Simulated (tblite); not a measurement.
# C8H5F13: the cost of one run

Computed with tblite 0.8.0 (tight binding) and PySCF 2.14.0 (DFT, with response routines of our own); each step states its level. Atoms count from 0 throughout.

## Step 1: The starting structure

26 atoms, charge 0, multiplicity 1; geometry from: MMFF94s geometry.

Bonds of the start (Å): C10–C13 1.52, C10–F11 1.37, C10–F12 1.37, C13–F14 1.34, C13–F15 1.36, C13–F16 1.36, C17–F18 1.35, C17–F19 1.35, C17–F20 1.36, C1–C17 1.51, C1–C2 1.53, C1–H21 1.10, C2–C3 1.50, C2–H22 1.09, C2–H23 1.09, C3–C6 1.52, C3–F4 1.38, C3–F5 1.36, C6–C7 1.52, C6–H24 1.10, C6–H25 1.10, C7–C10 1.51, C7–F8 1.36, C7–F9 1.36 and more.

## Step 2: GFN2-xTB relaxation, conformer 1

The job: settings as JSON, then the geometry in Å.

```
{"job": {"xc": "GFN2-xTB", "basis": "xTB", "kind": "relax"}, "charge": 0, "multiplicity": 1}
F     -1.452900     1.154700     0.636800
C     -2.380000     0.374700    -0.010700
C     -1.616400    -0.632200    -0.865800
C     -0.759600    -1.559900    -0.056800
F     -1.588000    -2.241700     0.813400
F     -0.268800    -2.520600    -0.887500
C      0.386300    -1.006900     0.773700
C      1.413900    -0.246400    -0.045500
F      1.836800    -1.043400    -1.067500
F      0.802800     0.818800    -0.622900
C      2.584300     0.199700     0.791700
F      2.140100     0.974200     1.828100
F      3.173100    -0.880600     1.389400
C      3.590200     0.960300    -0.060200
F      4.083100     0.215700    -1.062100
F      4.643800     1.373900     0.695900
F      3.051200     2.074100    -0.613900
C     -3.317700     1.226500    -0.828700
F     -4.244200     0.470100    -1.445600
F     -2.652100     1.927600    -1.775000
F     -3.985900     2.122300    -0.049100
H     -2.952800    -0.144500     0.774200
H     -2.345900    -1.228800    -1.410200
H     -1.027600    -0.125500    -1.626400
H     -0.005500    -0.376900     1.586900
H      0.870500    -1.862300     1.268400
```

Started as:

```bash
OMP_NUM_THREADS=1 python ens_run.py task.json out
```

One launch serves the whole session.

**Question.** How long does this first job take on 1 thread of Intel Xeon Platinum 8488C, shared host?

About 2 s.
